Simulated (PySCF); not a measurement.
CAlF2H3, in a box:

```
C Al F H
1.0
    12.00000    0.00000    0.00000
     0.00000   13.00000    0.00000
     0.00000    0.00000   12.00000
C Al F H
1 1 2 3
Direct
  0.46172 0.60027 0.46797
  0.50728 0.46318 0.50832
  0.60896 0.44293 0.59748
  0.44758 0.36000 0.45631
  0.39321 0.59950 0.40818
  0.43507 0.64323 0.54162
  0.53128 0.64280 0.43134
```

Base run:

| Quantity | Value |
| --- | --- |
| Program | PySCF 2.14.0 |
| Functional | PBE |
| Potentials or basis | cc-pvdz (all-electron) |
| k mesh | 1 × 1 × 1 |
| Occupations | fixed |
| Spin | no spin polarisation |

Its results: gap between the frontier levels 6.66 eV.

Question: After a change of settings the same cell gave: gap between the frontier levels 13.58 eV. Which change was it?
A. functional from PBE to HSE06; dispersion from none to D4
B. functional from PBE to wB97X
C. functional from PBE to PBE0; dispersion from none to D3(BJ)
D. functional from PBE to M06-L; dispersion from none to D4

Answer: B.

wB97X gives the wider gap, since exact exchange removes part of the self-interaction.

Caveats: this is a molecule in a periodic box at the Γ point, so its band gap is the HOMO-LUMO gap; the basis of atomic orbitals isn't converged, which shifts pressures, moduli and gaps.
